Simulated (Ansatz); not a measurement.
# Y2TiO4: the cost of one run

Computed with Ansatz 0.2.0 (reference: DFT r2SCAN, plane waves, PAW, scalar-relativistic, collinear spin, unless a step's input says otherwise).

## Step 1: The starting structure

Symmetry: I4/mmm, No. 139, tetragonal system. Conventional cell: a = 3.744 Å, b = 3.744 Å, c = 12.285 Å, α = 90.00°, β = 90.00°, γ = 90.00°. Y (site symmetry 4mm) has 9 O at 2.34 to 2.66 Å as nearest neighbours. Around Ti (site symmetry 4/mmm) lie 6 O at 1.87 to 2.00 Å. Around O (site symmetry mmm) lie 2 Ti at 1.87 Å and 4 Y at 2.59 Å. O (site symmetry 4mm) has 1 Ti at 2.00 Å and 5 Y at 2.34 to 2.66 Å as nearest neighbours.

Coordinates:

```cif
data_structure
_symmetry_space_group_name_H-M 'P 1'
_symmetry_Int_Tables_number 1
_cell_length_a 3.7440
_cell_length_b 3.7440
_cell_length_c 6.6888
_cell_angle_alpha 73.748
_cell_angle_beta 73.748
_cell_angle_gamma 90.000
_cell_volume 86.10
loop_
_atom_site_label
_atom_site_type_symbol
_atom_site_fract_x
_atom_site_fract_y
_atom_site_fract_z
_atom_site_occupancy
Y1 Y 0.35380 0.35380 0.29240 1
Y2 Y 0.64620 0.64620 0.70760 1
Ti1 Ti 0.00000 0.00000 0.00000 1
O1 O 0.50000 0.00000 0.00000 1
O2 O 0.00000 0.50000 0.00000 1
O3 O 0.16300 0.16300 0.67400 1
O4 O 0.83700 0.83700 0.32600 1
```

## Step 2: The reference run

The input, input.yaml:

```yaml
crystal:
  lattice:
    - [0.0, 3.74397837, 0.0]
    - [3.74397837, 0.0, 0.0]
    - [1.87198918, 1.87198918, -6.14260018]
  atoms:
    - { symbol: "Y", position: [0.3538, 0.3538, 0.2924] }
    - { symbol: "Y", position: [0.6462, 0.6462, 0.7076] }
    - { symbol: Ti, position: [0.0, 0.0, 0.0], spin: 0.5 }
    - { symbol: O, position: [0.5, 0.0, 0.0] }
    - { symbol: O, position: [0.0, 0.5, 0.0] }
    - { symbol: O, position: [0.163, 0.163, 0.674] }
    - { symbol: O, position: [0.837, 0.837, 0.326] }
kpoints:
  mp_grid: { grid: [5, 5, 5], shift: [0, 0, 0] }
magnetization:
  spin_polarized: true
scf:
  occupations: { method: tetrahedron }
hamiltonian:
  pseudopotentials: { kind: paw }
  xc: r2scan
basis:
  ecutwfc: 500
output:
  forces: true
  stress: true
  eigenvalues: true
  write_density: true
  write_potential: true
  elf: true
  volumetric_format: npy
```

Launch:

```bash
$ ansatz run input.yaml --threads 1 --pin off --max-ram 2560MiB --backend cpu --events-out ev --progress --plain --runs-dir out
```

**Question.** How long does this run take on 1 thread of Intel Xeon 6975P-C (Granite Rapids), shared host, and how much memory does it need?

About 19 s, with a peak of 0.68 GiB.
